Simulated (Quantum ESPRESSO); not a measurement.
# Hf3F (Pmmm) in Quantum ESPRESSO: reference runs

Aim: a first look at Hf3F with PBE, on the cell as given.

Program: Quantum ESPRESSO 7.5. These are calculated values, not measurements. Logs are shortened: lines on timing, memory, paths and dates and some standing lists are left out, and cuts for length are marked.

## (1) The crystal as given

It takes space group Pmmm (No. 47, orthorhombic). The conventional cell has a = 3.018 Å, b = 4.220 Å, c = 5.915 Å, α = 90.00°, β = 90.00°, γ = 90.00°. Around Hf (site symmetry mmm) lie 2 F at 2.96 Å and 10 Hf at 3.00 to 3.02 Å. Hf (site symmetry mm2) has 8 Hf at 2.91 to 3.02 Å and 4 F at 2.97 Å as nearest neighbours. F (site symmetry mmm) has 10 Hf at 2.96 to 2.97 Å and 2 F at 3.02 Å as nearest neighbours.

The cell was built by a generator and needn't be a form met in nature.

## (2) Single point, PBE

Contents of pw.in:

```
&CONTROL
  calculation = 'scf'
  prefix = 'pwscf'
  outdir = './tmp'
  pseudo_dir = './pseudo'
  tprnfor = .true.
  tstress = .true.
  disk_io = 'nowf'
/
&SYSTEM
  ibrav = 0
  nat = 4
  ntyp = 2
  ecutwfc = 60
  ecutrho = 440
  nbnd = 30
  occupations = 'smearing'
  smearing = 'fd'
  degauss = 0.00367493
/
&ELECTRONS
  conv_thr = 8d-10
  electron_maxstep = 120
  mixing_beta = 0.5
/
ATOMIC_SPECIES
Hf   178.4900 Hf-sp.oncvpsp.upf
F     18.9984 f_pbe_v1.4.uspp.F.UPF
CELL_PARAMETERS angstrom
   3.0182695900    0.0000000000    0.0000000000
   0.0000000000    4.2197800700    0.0000000000
   0.0000000000    0.0000000000    5.9148614000
ATOMIC_POSITIONS crystal
Hf     0.0000000000    0.0000000000    0.5000000000
Hf     0.5000000000    0.5000000000    0.7539245500
Hf     0.5000000000    0.5000000000    0.2460754500
F      0.0000000000    0.0000000000    0.0000000000
K_POINTS automatic
9 6 5 0 0 0
```

Potentials or basis: SSSP 1.3 efficiency PBE.

The run is started by

```
$ OMP_NUM_THREADS=1 pw.x -in pw.in > pw.out
```

pw.out:

```text
This program is part of the open-source Quantum ESPRESSO suite
     for quantum simulation of materials; please cite
         "P. Giannozzi et al., J. Phys.:Condens. Matter 21 395502 (2009);
         "P. Giannozzi et al., J. Phys.:Condens. Matter 29 465901 (2017);
         "P. Giannozzi et al., J. Chem. Phys. 152 154105 (2020);
     in publications or presentations arising from this work. More details at

     Message from routine setup:
     using ibrav=0 with symmetry is DISCOURAGED, use correct ibrav instead

     G-vector sticks info
     --------------------
     sticks:   dense  smooth     PW     G-vecs:    dense   smooth      PW
     Sum        1591     871    259                79209    31841    5123

     Using Slab Decomposition

     bravais-lattice index     =            0
     lattice parameter (alat)  =       5.7037  a.u.
     unit-cell volume          =     508.3807 (a.u.)^3
     number of atoms/cell      =            4
     number of atomic types    =            2
     number of electrons       =        43.00
     number of Kohn-Sham states=           30
     kinetic-energy cutoff     =      60.0000  Ry
     charge density cutoff     =     440.0000  Ry
     scf convergence threshold =      8.0E-10
     mixing beta               =       0.5000
     number of iterations used =            8  plain     mixing
     Exchange-correlation=  SLA  PW   PBX  PBC
                           (   1   4   3   4   0   0   0)

     celldm(1)=   5.703703  celldm(2)=   0.000000  celldm(3)=   0.000000
     celldm(4)=   0.000000  celldm(5)=   0.000000  celldm(6)=   0.000000

     crystal axes: (cart. coord. in units of alat)
               a(1) = (   1.000000   0.000000   0.000000 )
               a(2) = (   0.000000   1.398079   0.000000 )
               a(3) = (   0.000000   0.000000   1.959686 )

     reciprocal axes: (cart. coord. in units 2 pi/alat)
               b(1) = (  1.000000  0.000000  0.000000 )
               b(2) = (  0.000000  0.715267  0.000000 )
               b(3) = (  0.000000  0.000000  0.510286 )

     PseudoPot. # 1 for Hf read from file:
     Hf-sp.oncvpsp.upf
     Pseudo is Norm-conserving + core correction, Zval = 12.0
     Generated using ONCVPSP code by D. R. Hamann
     Using radial grid of 1656 points,  8 beta functions with:
                l(1) =   0
                l(2) =   0
                l(3) =   1
                l(4) =   1
                l(5) =   2
                l(6) =   2
                l(7) =   3
                l(8) =   3

     PseudoPot. # 2 for F  read from file:
     f_pbe_v1.4.uspp.F.UPF
     Pseudo is Ultrasoft, Zval =  7.0
     Generated by new atomic code, or converted to UPF format
     Using radial grid of  799 points,  4 beta functions with:
                l(1) =   0
                l(2) =   0
                l(3) =   1
                l(4) =   1
     Q(r) pseudized with  8 coefficients,  rinner =    0.950   0.950   0.950

     atomic species   valence    mass     pseudopotential
     Hf               12.00   178.49000     Hf( 1.00)
     F                 7.00    18.99840     F ( 1.00)

      8 Sym. Ops., with inversion, found

   Cartesian axes

     site n.     atom                  positions (alat units)
         1        Hf     tau(   1) = (   0.0000000   0.0000000   0.9798431  )
         2        Hf     tau(   2) = (   0.5000000   0.6990396   1.4774556  )
         3        Hf     tau(   3) = (   0.5000000   0.6990396   0.4822307  )
         4        F      tau(   4) = (   0.0000000   0.0000000   0.0000000  )

     number of k points=    60  Fermi-Dirac smearing, width (Ry)=  0.0037
                       cart. coord. in units 2pi/alat
        k(    1) = (   0.0000000   0.0000000   0.0000000), wk =   0.0074074
        k(    2) = (   0.0000000   0.0000000   0.1020572), wk =   0.0148148
        k(    3) = (   0.0000000   0.0000000   0.2041143), wk =   0.0148148
        k(    4) = (   0.0000000   0.1192112   0.0000000), wk =   0.0148148
        k(    5) = (   0.0000000   0.1192112   0.1020572), wk =   0.0296296
        k(    6) = (   0.0000000   0.1192112   0.2041143), wk =   0.0296296
[... 52 lines left out ...]
        k(   59) = (   0.4444444  -0.3576335   0.1020572), wk =   0.0296296
        k(   60) = (   0.4444444  -0.3576335   0.2041143), wk =   0.0296296

     Dense  grid:    79209 G-vectors     FFT dimensions: (  40,  54,  75)

     Smooth grid:    31841 G-vectors     FFT dimensions: (  30,  40,  60)

     Initial potential from superposition of free atoms

     starting charge      42.9944, renormalised to      43.0000
     Starting wfcs are   34 randomized atomic wfcs

     Self-consistent Calculation

     iteration #  1     ecut=    60.00 Ry     beta= 0.50
     Davidson diagonalization with overlap
     ethr =  1.00E-02,  avg # of iterations =  2.6

     total energy              =    -386.77666172 Ry
     estimated scf accuracy    <       0.48851197 Ry

     iteration #  2     ecut=    60.00 Ry     beta= 0.50
     Davidson diagonalization with overlap
     ethr =  1.14E-03,  avg # of iterations =  4.1

     total energy              =    -386.79134786 Ry
     estimated scf accuracy    <       1.32347477 Ry

     iteration #  3     ecut=    60.00 Ry     beta= 0.50
     Davidson diagonalization with overlap
     ethr =  1.14E-03,  avg # of iterations =  2.6

     total energy              =    -386.97280588 Ry
     estimated scf accuracy    <       0.05591775 Ry

     iteration #  4     ecut=    60.00 Ry     beta= 0.50
     Davidson diagonalization with overlap
     ethr =  1.30E-04,  avg # of iterations =  3.6

     total energy              =    -386.98411857 Ry
     estimated scf accuracy    <       0.00898424 Ry

     iteration #  5     ecut=    60.00 Ry     beta= 0.50
     Davidson diagonalization with overlap
     ethr =  2.09E-05,  avg # of iterations =  5.0

     total energy              =    -386.98559074 Ry
     estimated scf accuracy    <       0.00126115 Ry

     iteration #  6     ecut=    60.00 Ry     beta= 0.50
     Davidson diagonalization with overlap
     ethr =  2.93E-06,  avg # of iterations =  4.8

     total energy              =    -386.98580054 Ry
     estimated scf accuracy    <       0.00010519 Ry

     iteration #  7     ecut=    60.00 Ry     beta= 0.50
     Davidson diagonalization with overlap
     ethr =  2.45E-07,  avg # of iterations =  2.9

     total energy              =    -386.98582008 Ry
     estimated scf accuracy    <       0.00001061 Ry

     iteration #  8     ecut=    60.00 Ry     beta= 0.50
     Davidson diagonalization with overlap
     ethr =  2.47E-08,  avg # of iterations =  3.4

     total energy              =    -386.98582242 Ry
     estimated scf accuracy    <       0.00000042 Ry

     iteration #  9     ecut=    60.00 Ry     beta= 0.50
     Davidson diagonalization with overlap
     ethr =  9.71E-10,  avg # of iterations =  4.3

     total energy              =    -386.98582256 Ry
     estimated scf accuracy    <       0.00000010 Ry

     iteration # 10     ecut=    60.00 Ry     beta= 0.50
     Davidson diagonalization with overlap
     ethr =  2.23E-10,  avg # of iterations =  3.1

     total energy              =    -386.98582258 Ry
     estimated scf accuracy    <       0.00000003 Ry

     iteration # 11     ecut=    60.00 Ry     beta= 0.50
     Davidson diagonalization with overlap
     ethr =  6.29E-11,  avg # of iterations =  2.2

     End of self-consistent calculation

          k = 0.0000 0.0000 0.0000 (  3935 PWs)   bands (ev):

   -48.3775 -48.3222 -47.6739 -17.4381 -17.3361 -17.0529 -16.7368 -16.7238
   -16.6091 -16.3784 -16.2013 -15.9696 -10.1191   7.2124   7.5138   7.8512
     9.0579  10.6105  11.7003  12.0739  13.6209  13.7632  14.1867  14.2148
    15.2891  15.6864  16.2082  17.4920  17.9049  18.6024

          k = 0.0000 0.0000 0.1021 (  3949 PWs)   bands (ev):

   -48.3723 -48.3275 -47.6738 -17.3699 -17.3237 -17.0693 -16.7822 -16.7141
   -16.6198 -16.4114 -16.1973 -15.9686 -10.1148   6.9014   7.8549   8.0083
     9.0568  10.7143  11.3842  12.1220  13.5796  13.8191  14.1440  14.2687
    15.5313  15.7223  16.3953  17.5035  17.7526  17.7951

          k = 0.0000 0.0000 0.2041 (  3972 PWs)   bands (ev):

   -48.3590 -48.3410 -47.6737 -17.2997 -17.2013 -17.0997 -16.9226 -16.6904
   -16.6454 -16.4559 -16.1911 -15.9670 -10.1079   6.6528   7.8608   8.8044
     9.0549  10.3505  10.9366  12.8731  13.2997  13.8354  13.9245  14.4261
    15.7861  15.8214  16.8479  16.9610  17.4911  17.6237

          k = 0.0000 0.1192 0.0000 (  3969 PWs)   bands (ev):

   -48.3762 -48.3221 -47.6751 -17.4891 -17.2737 -17.1191 -16.7143 -16.6900
   -16.6087 -16.3590 -16.2248 -15.9797 -10.1133   7.0274   7.6016   8.3308
     9.0530  10.6119  11.6182  11.8381  12.8996  14.2939  14.7127  14.8550
    15.1944  15.4590  16.4926  16.7434  18.2938  18.5678

          k = 0.0000 0.1192 0.1021 (  3968 PWs)   bands (ev):

   -48.3712 -48.3272 -47.6751 -17.4245 -17.2591 -17.1299 -16.7555 -16.7050
   -16.6189 -16.3837 -16.2130 -15.9789 -10.1095   6.9914   7.5458   8.5578
     9.0515  10.6978  11.2333  12.2026  13.1483  14.0982  14.3769  14.9220
    15.4335  15.5512  16.5247  16.8424  17.3675  18.4699

          k = 0.0000 0.1192 0.2041 (  3962 PWs)   bands (ev):

   -48.3584 -48.3403 -47.6750 -17.2980 -17.2037 -17.1384 -16.9300 -16.6815
   -16.6439 -16.4123 -16.1992 -15.9777 -10.1034   6.8676   7.5795   8.9996
     9.0490  10.5136  10.9702  12.9886  13.4054  13.7879  14.2110  14.5455
    15.6864  15.7082  16.5089  16.5646  17.2155  17.8711

          k = 0.0000 0.2384 0.0000 (  3998 PWs)   bands (ev):

   -48.3738 -48.3220 -47.6776 -17.5399 -17.2163 -17.2004 -16.6946 -16.6347
   -16.6079 -16.3172 -16.2716 -16.0008 -10.1020   6.8992   7.8053   9.0442
     9.1515  10.4356  10.9240  12.1517  12.8971  14.7241  14.8461  15.1579
    15.4088  15.8856  16.1178  16.9044  16.9905  18.0185

          k = 0.0000 0.2384 0.1021 (  3984 PWs)   bands (ev):

   -48.3690 -48.3267 -47.6775 -17.4677 -17.2456 -17.1682 -16.7375 -16.6865
   -16.6164 -16.3279 -16.2425 -16.0005 -10.0990   6.9800   7.6383   9.0414
     9.2509  10.5500  10.9103  12.4154  13.1584  14.4896  14.9396  15.1868
    15.2984  15.7018  16.1247  16.5444  17.0464  17.3452

          k = 0.0000 0.2384 0.2041 (  3973 PWs)   bands (ev):

   -48.3572 -48.3387 -47.6775 -17.2880 -17.2664 -17.1341 -16.9644 -16.6652
   -16.6384 -16.3380 -16.2134 -16.0000 -10.0942   7.1353   7.3861   9.0368
     9.3769  10.7537  10.8912  13.1256  13.7610  14.0678  14.4616  15.1613
    15.3035  15.5898  15.7350  16.1248  17.1030  17.2347

          k = 0.0000-0.3576 0.0000 (  3996 PWs)   bands (ev):

   -48.3725 -48.3219 -47.6788 -17.5568 -17.2562 -17.1722 -16.6843 -16.6166
   -16.6075 -16.2956 -16.2947 -16.0118 -10.0966   6.8771   7.9279   9.0403
     9.5925  10.2893  10.6123  12.3373  13.2191  14.5745  14.9851  15.0323
    15.2714  15.8970  16.5049  16.6707  17.2912  17.3471
[... 304 lines left out ...]
   -48.3199 -48.3015 -47.6412 -17.3612 -17.3175 -17.2007 -17.0736 -17.0286
   -16.8893 -16.4687 -16.3588 -16.2927  -9.9734   7.4647   7.9214   7.9389
    10.7499  11.6161  12.0590  12.4151  12.9632  13.3490  13.7775  14.3015
    15.6836  15.7831  16.2538  16.7549  18.4044  18.8060

          k = 0.4444 0.2384 0.0000 (  4001 PWs)   bands (ev):

   -48.3353 -48.2856 -47.6411 -17.4418 -17.3928 -17.2575 -17.2339 -16.9997
   -16.5599 -16.4673 -16.3942 -16.2385  -9.9839   7.5856   7.8002   8.0803
    10.4879  11.2237  11.9824  12.4591  13.0069  13.2477  14.2484  15.2341
    15.5964  16.6033  17.0620  17.3223  17.5949  18.4692

          k = 0.4444 0.2384 0.1021 (  4001 PWs)   bands (ev):

   -48.3308 -48.2901 -47.6411 -17.4267 -17.3360 -17.2740 -17.2109 -17.0155
   -16.6481 -16.4522 -16.3957 -16.2355  -9.9810   7.5890   7.8083   7.9711
    10.7369  11.3617  12.1755  12.4925  13.1966  13.2659  14.2589  14.7439
    15.4617  16.5066  16.8569  17.4070  17.6950  17.7900

          k = 0.4444 0.2384 0.2041 (  3998 PWs)   bands (ev):

   -48.3198 -48.3013 -47.6411 -17.3936 -17.3099 -17.2509 -17.0956 -17.0447
   -16.8464 -16.4390 -16.3981 -16.2310  -9.9763   7.5924   7.8025   7.8307
    11.2018  11.6193  12.5413  12.5693  13.2548  13.6329  14.0450  14.4365
    15.1221  15.9327  16.1908  17.1639  17.5577  17.9427

          k = 0.4444-0.3576 0.0000 (  3992 PWs)   bands (ev):

   -48.3352 -48.2855 -47.6410 -17.4695 -17.3467 -17.3090 -17.2360 -17.0072
   -16.5583 -16.4387 -16.4168 -16.2122  -9.9857   7.6647   7.7426   8.0440
    10.3012  11.3671  11.9736  12.9823  13.4813  13.9440  14.2882  14.4344
    15.9259  16.5410  16.7974  17.4456  17.5488  17.6674

          k = 0.4444-0.3576 0.1021 (  4022 PWs)   bands (ev):

   -48.3307 -48.2900 -47.6411 -17.4535 -17.2980 -17.2795 -17.2528 -17.0236
   -16.6370 -16.4333 -16.4176 -16.2083  -9.9826   7.6608   7.7540   7.9215
    10.5818  11.6636  12.1257  12.9806  13.6321  13.8459  14.1536  14.3132
    15.4530  16.6148  16.6546  17.1672  17.3957  17.7794

          k = 0.4444-0.3576 0.2041 (  3988 PWs)   bands (ev):

   -48.3197 -48.3012 -47.6410 -17.4208 -17.2904 -17.2773 -17.0992 -17.0527
   -16.8314 -16.4249 -16.4190 -16.2027  -9.9777   7.6544   7.7464   7.7718
    11.1441  12.2823  12.5226  13.0037  13.4560  13.4796  13.9815  14.2858
    15.0547  16.2857  16.5293  16.6580  16.9186  18.1414

     the Fermi energy is    13.6017 ev

!    total energy              =    -386.98582259 Ry
     estimated scf accuracy    <          2.6E-10 Ry
     smearing contrib. (-TS)   =      -0.00198193 Ry
     internal energy E=F+TS    =    -386.98384066 Ry

     The total energy is F=E-TS. E is the sum of the following terms:
     one-electron contribution =     -79.05773321 Ry
     hartree contribution      =      57.08018946 Ry
     xc contribution           =     -94.93301902 Ry
     ewald contribution        =    -270.07327789 Ry

     convergence has been achieved in  11 iterations

     Forces acting on atoms (cartesian axes, Ry/au):

     atom    1 type  1   force =     0.00000000    0.00000000    0.00000000
     atom    2 type  1   force =     0.00000000    0.00000000   -0.01095131
     atom    3 type  1   force =     0.00000000    0.00000000    0.01095131
     atom    4 type  2   force =     0.00000000    0.00000000    0.00000000

     Total force =     0.015487     Total SCF correction =     0.000064

     Computing stress (Cartesian axis) and pressure

          total   stress  (Ry/bohr**3)                   (kbar)     P=       59.00
   0.00068982   0.00000000   0.00000000          101.48        0.00        0.00
   0.00000000  -0.00002120   0.00000000            0.00       -3.12        0.00
   0.00000000   0.00000000   0.00053461            0.00        0.00       78.64

=------------------------------------------------------------------------------=
   JOB DONE.
=------------------------------------------------------------------------------=
```

It took 84 s on 1 thread of Intel Xeon 6975P-C (Granite Rapids), shared host; peak memory 0.31 GiB.

What came out:

```yaml
Free_energy: -5265.2103 eV
Pressure: 5.9 GPa
Largest_force: 0.282 eV/Å
Band_gap_on_the_k_mesh: none (metal or under the smearing width)
```

Forces on the atoms (eV/Å):
```
Hf   0.000  0.000  0.000
Hf   0.000  0.000 -0.282
Hf   0.000  0.000  0.282
F    0.000  0.000  0.000
```

Levels at points of the mesh, in eV from the Fermi level:
```csv
k point,band 19,band 20,band 21,band 22,band 23,band 24
"(0.00, 0.00, 0.00)",-1.90,-1.53,0.02,0.16,0.58,0.61
"(0.00, -0.50, 0.00)",-2.99,-1.26,-0.38,0.97,1.38,1.43
```

Caveat: an odd number of electrons without spin polarisation forces a metal; a magnetic or distorted state may lie lower. Spin-orbit coupling is left out, which matters for the levels of Hf.
